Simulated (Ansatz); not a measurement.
The same calculation of CH₇NSSi₂, SMILES N=C([SiH3])S[SiH3] as a Python script and as an input file (Ansatz 0.2.0 through its Python package).

The cells in order, each with its output:

In [1]:
```python
import warnings

import ansatz as az
import numpy as np
```

In [2]:
```python
warnings.simplefilter("ignore", az.DeckWarning)
```

In [3]:
```python
geometry = (
    az.Crystal.molecule()
    .atom("N", (-1.702, 0.8842, 1.0434))
    .atom("C", (-0.535, 0.5903, 0.767))
    .atom("Si", (0.2818, -0.79, 1.7102))
    .atom("S", (0.3704, 1.5189, -0.4664))
    .atom("Si", (0.437, 0.1193, -2.1161))
    .atom("H", (-1.9928, 1.7392, 0.4236))
    .atom("H", (1.8215, -0.7263, 1.5648))
    .atom("H", (-0.0573, -2.1085, 1.1954))
    .atom("H", (0.0371, -0.7343, 3.2283))
    .atom("H", (1.161, 0.7747, -3.1963))
    .atom("H", (-0.9423, -0.2596, -2.5001))
    .atom("H", (1.1976, -1.0632, -1.6197))
)
```

In [4]:
```python
calculation = (
    geometry.calculation()
    .basis(gaussian="def2-SVP")
    .functional("r2SCAN", dispersion="d3bj")
)
symbols = [site.symbol for site in geometry.cartesian_sites]
start = np.array([site.position_ang for site in geometry.cartesian_sites], dtype=float)
def progress(event):
    if event["event"] == "relax_step":
        row = event["data"]
        print(f"step {row['step']:3d}  E = {row['lagrangian_ev']:.6f} eV  largest force component {row['allowed_force_max_ev_ang']:.4f} eV/A")
```

In [5]:
```python
report = calculation.relax(force_tolerance=0.01).session().plan().execute(on_event=progress).report
end = np.array(report["positions_ang"])

for key in ("converged", "free_energy_ev", "reference_energy_ev", "n_frozen", "n_occupied", "n_virtual"):
    print(f"{key:22s} {report[key]}")
```
```text
step   1  E = -29216.967727 eV  largest force component 3.3206 eV/A
step   2  E = -29217.189624 eV  largest force component 1.4780 eV/A
step   3  E = -29217.244875 eV  largest force component 1.4601 eV/A
step   4  E = -29217.323701 eV  largest force component 0.3545 eV/A
step   5  E = -29217.306514 eV  largest force component 0.3547 eV/A
step   6  E = -29217.337402 eV  largest force component 0.0824 eV/A
step   7  E = -29217.339839 eV  largest force component 0.0630 eV/A
step   8  E = -29217.345993 eV  largest force component 0.4177 eV/A
step   9  E = -29217.355043 eV  largest force component 0.3788 eV/A
step  10  E = -29217.360962 eV  largest force component 0.2137 eV/A
step  11  E = -29217.367221 eV  largest force component 0.1550 eV/A
step  12  E = -29217.367848 eV  largest force component 0.6142 eV/A
step  13  E = -29217.377997 eV  largest force component 0.3621 eV/A
step  14  E = -29217.388629 eV  largest force component 0.1062 eV/A
step  15  E = -29217.392897 eV  largest force component 0.1249 eV/A
step  16  E = -29217.396302 eV  largest force component 0.0902 eV/A
step  17  E = -29217.394765 eV  largest force component 0.2381 eV/A
step  18  E = -29217.401713 eV  largest force component 0.0985 eV/A
step  19  E = -29217.403117 eV  largest force component 0.1085 eV/A
step  20  E = -29217.403793 eV  largest force component 0.0996 eV/A
step  21  E = -29217.404245 eV  largest force component 0.0712 eV/A
step  22  E = -29217.404560 eV  largest force component 0.0411 eV/A
step  23  E = -29217.404712 eV  largest force component 0.0266 eV/A
step  24  E = -29217.404761 eV  largest force component 0.0106 eV/A
step  25  E = -29217.404784 eV  largest force component 0.0046 eV/A
converged              True
free_energy_ev         -29217.40479490164
reference_energy_ev    -29217.30250434263
n_frozen               0
n_occupied             [32, 32]
n_virtual              [85, 85]
```

In [6]:
```python
print("final positions (A) and the move of each atom")
for symbol, xyz, old in zip(symbols, end, start):
    print(f"{symbol:2s} {xyz[0]:10.5f} {xyz[1]:10.5f} {xyz[2]:10.5f}   {np.linalg.norm(xyz - old):7.4f}")
```
```text
final positions (A) and the move of each atom
N    -1.39452    1.41075    1.64091    0.8537
C    -0.65996    0.77497    0.81835    0.2288
Si    0.16145   -0.82864    1.43584    0.3021
S    -0.31387    1.45054   -0.83704    0.7812
Si    0.57380   -0.12075   -2.02701    0.2903
H    -1.77181    2.28452    1.24581    1.0111
H     1.62356   -0.58255    1.60809    0.2484
H    -0.01586   -1.90479    0.41472    0.8079
H    -0.47076   -1.22005    2.72231    0.8660
H     0.89789    0.57368   -3.30428    0.3483
H    -0.37397   -1.24290   -2.28087    1.1567
H     1.82105   -0.65008   -1.40272    0.7787
```

`input.yaml`:
```yaml
crystal:
  periodic: [false, false, false]
  atoms:
    - { symbol: "N", position_ang: [-1.702, 0.8842, 1.0434] }
    - { symbol: C, position_ang: [-0.535, 0.5903, 0.767] }
    - { symbol: Si, position_ang: [0.2818, -0.79, 1.7102] }
    - { symbol: S, position_ang: [0.3704, 1.5189, -0.4664] }
    - { symbol: Si, position_ang: [0.437, 0.1193, -2.1161] }
    - { symbol: H, position_ang: [-1.9928, 1.7392, 0.4236] }
    - { symbol: H, position_ang: [1.8215, -0.7263, 1.5648] }
    - { symbol: H, position_ang: [-0.0573, -2.1085, 1.1954] }
    - { symbol: H, position_ang: [0.0371, -0.7343, 3.2283] }
    - { symbol: H, position_ang: [1.161, 0.7747, -3.1963] }
    - { symbol: H, position_ang: [-0.9423, -0.2596, -2.5001] }
    - { symbol: H, position_ang: [1.1976, -1.0632, -1.6197] }
basis:
  gaussian:
    orbitals: def2-SVP
hamiltonian:
  xc: r2scan
  dispersion: d3bj
relax:
  f_tol: 0.01
```

Reading the output:
- Total energies depend on the basis set; only differences at equal settings carry meaning.
- The end point is the stationary point reached from this start; no frequency run checks that it is a minimum, and the basis set is modest.
- Total less reference energy is the dispersion correction.
- A dispersion term here runs with damping parameters fitted for another variant or functional.
- The script silences the warnings on its input, which a real study should read.
- Run time: 4.7 min on 1 thread of Arm Neoverse V1, on a shared host, peak memory 0.22 GiB.
